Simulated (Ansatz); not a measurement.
**Li+ with SiH4O: structure and interaction energy**

One table from this session's results is given with a row withheld; the runs are named, their logs left out.

Method: PBE0-D4 structure, single points in def2-TZVPPD; program: Ansatz 0.2.0, Gaussian basis.

Levels: PBE-D4, revPBE-D4, BLYP-D4, r2SCAN-D4, B97M-V, PBE0-D4, B3LYP-D4, HSE06-D4, wB97X-V, wB97M-V, B2PLYP, Hartree-Fock, MP2, CCSD, CCSD(T). The reference is CCSD(T) extrapolated to the basis limit.

Correlated methods freeze the cores. The outer core shell of Li, Na, Mg and K is correlated. B3LYP uses VWN-RPA correlation. B2PLYP carries no dispersion term here.

26 further runs of the same task are left out: 1 that didn't finish, 25 set aside as unsound or not needed.

**The starting structure**

The pair, from a GFN2-xTB docking trial: 7 atoms, charge 1, spin multiplicity 1.

Atoms are counted from 1 here; the program's logs count them from 0.

Bond lengths: Li1–O3 1.781 Å, Si2–O3 1.726 Å, Si2–H4 1.460 Å, Si2–H5 1.463 Å, Si2–H6 1.459 Å, O3–H7 0.965 Å. Angles: O3–Si2–H4 104.8°, O3–Si2–H5 97.4°, O3–Si2–H6 104.9°, H4–Si2–H5 116.2°, H4–Si2–H6 114.2°, H5–Si2–H6 116.3°, Li1–O3–Si2 135.5°, Li1–O3–H7 117.3°, Si2–O3–H7 107.1°.

Coordinates:

```xyz
7

Li   -1.96220   -0.39670   -1.45640
Si    0.80990    0.02330    0.18020
O    -0.89490    0.01520   -0.09170
H     1.03320   -1.02450    1.17140
H     1.22170   -0.28570   -1.18900
H     1.10730    1.37040    0.65640
H    -1.31500    0.29800    0.72920
```

Atoms 1 to 1 are fragment A (Li+), the rest fragment B (SiH4O).

Set-up of the first run:

Input file pre/in.yaml:

```yaml
crystal:
  periodic: [false, false, false]
  atoms:
    - {symbol: Li, position_ang: [-1.962200, -0.396700, -1.456400]}
    - {symbol: Si, position_ang: [0.809900, 0.023300, 0.180200]}
    - {symbol: O, position_ang: [-0.894900, 0.015200, -0.091700]}
    - {symbol: H, position_ang: [1.033200, -1.024500, 1.171400]}
    - {symbol: H, position_ang: [1.221700, -0.285700, -1.189000]}
    - {symbol: H, position_ang: [1.107300, 1.370400, 0.656400]}
    - {symbol: H, position_ang: [-1.315000, 0.298000, 0.729200]}
basis:
  gaussian: {orbitals: def2-SVP}
total_charge: 1
hamiltonian: {xc: pbe, dispersion: d4}
relax: {f_tol: 0.03, max_steps: 250}
```

The command line of these runs was not kept.

Steps of the session up to this table: A first relaxation in a small basis; Relaxation at PBE0-D4; CCSD(T)/def2-TZVPPD; MP2/def2-QZVPPD; Vibrations of the pair.

One of the session's tables, all rows but one given; the rest of the session is left out.

```
      method  interaction (meV)
      PBE-D4              -1573
   revPBE-D4                  ?
     BLYP-D4              -1595
   r2SCAN-D4              -1516
      B97M-V              -1521
     PBE0-D4              -1621
    B3LYP-D4              -1646
    HSE06-D4              -1620
     wB97X-V              -1596
     wB97M-V              -1596
      B2PLYP              -1609
Hartree-Fock              -1648
         MP2              -1530
        CCSD              -1561
     CCSD(T)              -1538
 CCSD(T)/CBS              -1586
```

Q: Estimate the row for revPBE-D4 from the others.

As computed: interaction (meV): -1519. In the column «interaction (meV)» it lies between B97M-V (-1521) and r2SCAN-D4 (-1516).
